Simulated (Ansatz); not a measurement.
# MoW3: the cost of one run

Method: DFT PBE, scalar-relativistic, plane waves, PAW, in Ansatz 0.2.0.

## (1) Starting point

The structure is tetragonal, space group I4/mmm (No. 139). Conventional cell: a = 3.836 Å, b = 3.836 Å, c = 8.568 Å, α = 90.00°, β = 90.00°, γ = 90.00°. Mo (site symmetry 4/mmm) has 12 W at 2.71 to 2.88 Å as nearest neighbours. Around W (site symmetry 4/mmm) lie 4 Mo at 2.71 Å and 8 W at 2.88 Å. W (site symmetry -4m2) has 8 W at 2.71 to 2.88 Å and 4 Mo at 2.88 Å as nearest neighbours.

Structure file:

```
CELL_PARAMETERS angstrom
-1.91791 1.91791 4.28416
1.91791 -1.91791 4.28416
1.91791 1.91791 -4.28416
ATOMIC_POSITIONS crystal
Mo 0.00000 0.00000 0.00000
W 0.50000 0.50000 0.00000
W 0.25000 0.75000 0.50000
W 0.75000 0.25000 0.50000
```

(A quick probe on a coarse mesh, which set the mesh and smearing, is not shown.)

## (3) Rough relaxation on the coarse mesh

input.yaml reads:

```yaml
crystal:
  lattice:
    - [-1.9179079376, 1.9179079376, 4.2841579904]
    - [1.9179079376, -1.9179079376, 4.2841579904]
    - [1.9179079376, 1.9179079376, -4.2841579904]
  atoms:
    - { symbol: Mo, position: [0.0, 0.0, 0.0] }
    - { symbol: W, position: [0.5, 0.5, 0.0] }
    - { symbol: W, position: [0.25, 0.75, 0.5] }
    - { symbol: W, position: [0.75, 0.25, 0.5] }
basis:
  ecutwfc: 420
kpoints:
  mp_grid: { grid: [6, 6, 6] }
hamiltonian:
  xc: pbe
scf:
  occupations: { method: gaussian, width: 0.1 }
  lower_state_search: "off"
output:
  forces: true
  stress: true
  eigenvalues: true
relax:
  adjacent_minimum: "off"
  f_tol: 0.04
  max_steps: 70
  cell: { stress_tol: 0.4 }
```

Started as:

```console
$ ansatz run input.yaml --threads 1 --pin off --max-ram 2560MiB --backend cpu --events-out ev --progress --plain --runs-dir out
```

What time and memory should one allow on 1 thread of Intel Xeon Platinum 8488C (Sapphire Rapids), shared host?

About 35 s, with a peak of 0.43 GiB.
